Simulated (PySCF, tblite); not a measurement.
**C₇H₁₂GeSi: geometry, infrared bands and NMR shifts**

Aim: predict the infrared bands and NMR shifts of C₇H₁₂GeSi (`CCCC#C[SiH2]C#[C][GeH3]`).

Computed with tblite 0.8.0 and PySCF 2.14.0, with density-fitted response routines of our own, on a single molecule in the gas phase. Atoms are numbered from 0 throughout.

## (1) Starting geometry

21 atoms, charge 0, multiplicity 1; geometry from: force field or distance geometry start.

Bonds of the start (Å): C0–C1 1.53, C1–C2 1.53, C2–C3 1.48, C3–C4 1.19, C4–Si5 1.84, Si5–C6 1.82, C6–C7 1.22, C7–Ge8 1.90, C0–H9 1.12, C0–H10 1.11, C0–H11 1.10, C1–H12 1.12, C1–H13 1.10, C2–H14 1.09, C2–H15 1.12, Si5–H16 1.48, Si5–H17 1.46, Ge8–H18 1.56, Ge8–H19 1.55, Ge8–H20 1.55.

## (2) Optimising the geometry with GFN2-xTB

Job settings and geometry (Å):

```
{"job": {"kind": "relax", "xc": "GFN2-xTB", "basis": "xTB"}, "charge": 0, "multiplicity": 1}
C     -3.397700    -0.775900    -0.465300
C     -3.467300     0.224400     0.685100
C     -2.147300     0.230700     1.466900
C     -1.028900     0.628900     0.586700
C     -0.101500     0.950900    -0.093400
Si     1.297900     1.485900    -1.155400
C      2.729100     0.518400    -0.578300
C      3.692000    -0.135900    -0.203200
Ge     5.205400    -1.142600     0.359900
H     -4.300200    -0.680500    -1.116000
H     -3.360100    -1.813800    -0.064000
H     -2.460300    -0.599000    -1.010900
H     -4.310700    -0.109900     1.347100
H     -3.617800     1.221100     0.251400
H     -1.894800    -0.750000     1.863300
H     -2.264000     0.915000     2.345200
H      1.514500     2.937400    -0.947600
H      1.032000     1.265800    -2.578600
H      4.753000    -2.537600     0.902500
H      6.103400    -1.459100    -0.864900
H      6.014300    -0.357400     1.424100
```

The run is started by

```sh
$ OMP_NUM_THREADS=1 python probes_run.py task.json out
```

One launch serves the whole session: the jobs run in the order shown.

**Question.** This job is followed by: GFN2-xTB harmonic vibrations, gas phase; GIAO PBE0/pcSseg-1 NMR shielding, non-relativistic, gas phase. What will the session give for the following? strongest single infrared mode (GFN2-xTB); zero-point energy (GFN2-xTB); ¹³C shifts against TMS (PBE0/pcSseg-1); ¹H shifts against TMS (PBE0/pcSseg-1, means over atoms taken as alike); ²⁹Si shifts against TMS (PBE0/pcSseg-1); ⁷³Ge shifts against GeMe4 (PBE0/pcSseg-1).

The runs gave:

| quantity | value |
| --- | --- |
| strongest single infrared mode (GFN2-xTB) | 764 cm⁻¹, 768 km/mol |
| zero-point energy (GFN2-xTB) | 94.4 kcal/mol |
| ¹³C shifts against TMS (PBE0/pcSseg-1) | 119.1, 116.1, 111.1, 81.0, 26.1, 24.4, 15.2 ppm |
| ¹H shifts against TMS (PBE0/pcSseg-1, means over atoms taken as alike) | 4.73, 3.93, 2.42, 1.51, 1.19 ppm |
| ²⁹Si shifts against TMS (PBE0/pcSseg-1) | -95.5 ppm |
| ⁷³Ge shifts against GeMe4 (PBE0/pcSseg-1) | -286 ppm |

What this shows: The optimisation took 44 steps and gained 0.266 eV; among the close pairs (by a distance rule), Ge8–H18 changed most, from 1.564 to 1.493 Å. The lowest mode is slightly imaginary (9i cm⁻¹), a soft motion within the noise of the Hessian, so the minimum is not strictly shown. The strongest single mode, at 764 cm⁻¹, has its largest shares on H19, H20 and H18 (the list is cut at 3 atoms). GFN2-xTB is a fitted tight-binding method: band positions and strengths are rough. Its intensities can rank the bands wrongly. Spin-orbit coupling is left out, which matters for shieldings and couplings at and beside the heavy atoms.
